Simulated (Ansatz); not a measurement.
# C₄H₁₂S₄Zr: how energies converge with the basis set

An exercise on one series of results from a longer session: the logs are not shown, and one member is left open.

Method: one geometry, several basis sets; program: Ansatz 0.2.0, Gaussian basis.

Levels to be run: PBE0-D4/def2-SVP; ωB97M-V/def2-SVP; PBE0-D4/def2-QZVPP; ωB97M-V/def2-QZVPP; the functionals' def2-TZVPP values are taken from earlier runs.

**Structure used throughout**

All runs share one geometry, relaxed beforehand with PBE0-D4 in a triple-zeta def2 set. Zr takes the def2 core potential; no spin-orbit term is included.

SMILES `C[S][Zr]([S]C)([S]C)[S]C`, 21 atoms, charge 0, spin multiplicity 1.

Atoms are counted from 1 here; the program's logs count them from 0.

Bond lengths: C1–S2 1.822 Å, C1–H10 1.090 Å, C1–H11 1.089 Å, C1–H12 1.090 Å, S2–Zr3 2.429 Å, Zr3–S4 2.430 Å, Zr3–S6 2.412 Å, Zr3–S8 2.413 Å, S4–C5 1.822 Å, C5–H13 1.090 Å, C5–H14 1.090 Å, C5–H15 1.089 Å, S6–C7 1.822 Å, C7–H16 1.089 Å, C7–H17 1.091 Å, C7–H18 1.089 Å, S8–C9 1.822 Å, C9–H19 1.092 Å and more. Angles: S2–C1–H10 107.5°, S2–C1–H11 110.1°, S2–C1–H12 111.4°, H10–C1–H11 108.7°, H10–C1–H12 109.1°, H11–C1–H12 109.9°, C1–S2–Zr3 105.7°, S2–Zr3–S4 102.9°, S2–Zr3–S6 115.5°, S2–Zr3–S8 104.3°, S4–Zr3–S6 104.2°, S4–Zr3–S8 115.8°, S6–Zr3–S8 113.9°, Zr3–S4–C5 105.9°, S4–C5–H13 107.5°, S4–C5–H14 111.4°, S4–C5–H15 110.2°, H13–C5–H14 109.1° and more.

As a file:

```xyz
21
C4H12S4Zr
C    -0.06909    2.52093   -0.26255
S    -1.39326    1.32136    0.09357
Zr   -0.27676   -0.65355    0.96054
S     1.54207   -0.98311   -0.61627
C     0.79814   -0.84204   -2.27317
S     0.82799   -0.37493    3.08697
C     1.55180    1.28320    2.87039
S    -1.98766   -2.35447    0.96289
C    -2.16224   -2.61497   -0.83205
H    -0.43081    3.18593   -1.04654
H     0.14907    3.11291    0.62547
H     0.83712    2.02200   -0.60696
H     1.58526   -0.53328   -2.96083
H    -0.00076   -0.10021   -2.28871
H     0.41205   -1.80854   -2.59499
H     2.53693    1.27700    3.33550
H     1.67548    1.54453    1.81831
H     0.92096    2.02373    3.35938
H    -1.76596   -1.78003   -1.41277
H    -1.64947   -3.53187   -1.11800
H    -3.22524   -2.70420   -1.05307
```

Set-up of the first run:

in.yaml

```yaml
crystal:
  periodic: [false, false, false]
  atoms:
    - {symbol: C, position_ang: [-0.069089, 2.520930, -0.262548]}
    - {symbol: S, position_ang: [-1.393264, 1.321365, 0.093568]}
    - {symbol: Zr, position_ang: [-0.276764, -0.653545, 0.960538]}
    - {symbol: S, position_ang: [1.542069, -0.983112, -0.616270]}
    - {symbol: C, position_ang: [0.798137, -0.842043, -2.273171]}
    - {symbol: S, position_ang: [0.827988, -0.374928, 3.086974]}
    - {symbol: C, position_ang: [1.551797, 1.283201, 2.870391]}
    - {symbol: S, position_ang: [-1.987663, -2.354471, 0.962893]}
    - {symbol: C, position_ang: [-2.162239, -2.614968, -0.832053]}
    - {symbol: H, position_ang: [-0.430807, 3.185929, -1.046539]}
    - {symbol: H, position_ang: [0.149068, 3.112911, 0.625470]}
    - {symbol: H, position_ang: [0.837117, 2.022004, -0.606959]}
    - {symbol: H, position_ang: [1.585255, -0.533280, -2.960828]}
    - {symbol: H, position_ang: [-0.000758, -0.100208, -2.288707]}
    - {symbol: H, position_ang: [0.412048, -1.808535, -2.594995]}
    - {symbol: H, position_ang: [2.536934, 1.276995, 3.335500]}
    - {symbol: H, position_ang: [1.675482, 1.544529, 1.818305]}
    - {symbol: H, position_ang: [0.920963, 2.023735, 3.359380]}
    - {symbol: H, position_ang: [-1.765957, -1.780034, -1.412772]}
    - {symbol: H, position_ang: [-1.649474, -3.531868, -1.118003]}
    - {symbol: H, position_ang: [-3.225241, -2.704205, -1.053074]}
basis:
  gaussian: {orbitals: def2-SVP}
hamiltonian: {xc: pbe0, dispersion: d4}
output: {orbitals: {seedname: orbitals}}
```

The run is started by

```sh
$ ansatz run in.yaml --threads 4 --pin off --events-out ev --progress --plain --max-ram 66560MiB --backend cpu
```

Steps of the session up to this table: PBE0-D4 in def2-SVP; ωB97M-V in def2-SVP; PBE0-D4 in def2-QZVPP; ωB97M-V in def2-QZVPP.

One table of the session follows, with a row left open; its other results are not shown here.

It belongs to the step «Functionals by basis». 

```
functional       basis  HOMO (eV)  LUMO (eV)
   PBE0-D4    def2-SVP      -6.94      -2.20
   PBE0-D4  def2-TZVPP      -6.93      -2.20
   PBE0-D4  def2-QZVPP      -6.94      -2.21
   ωB97M-V    def2-SVP          ?          ?
   ωB97M-V  def2-TZVPP      -9.04      -0.29
   ωB97M-V  def2-QZVPP      -9.06      -0.32
```

**Question.** Estimate the row for ωB97M-V, def2-SVP.

**Answer.** HOMO (eV): -9.02; LUMO (eV): -0.24. In the column «HOMO (eV)» it lies between ωB97M-V, def2-TZVPP (-9.04) and PBE0-D4, def2-SVP (-6.94).
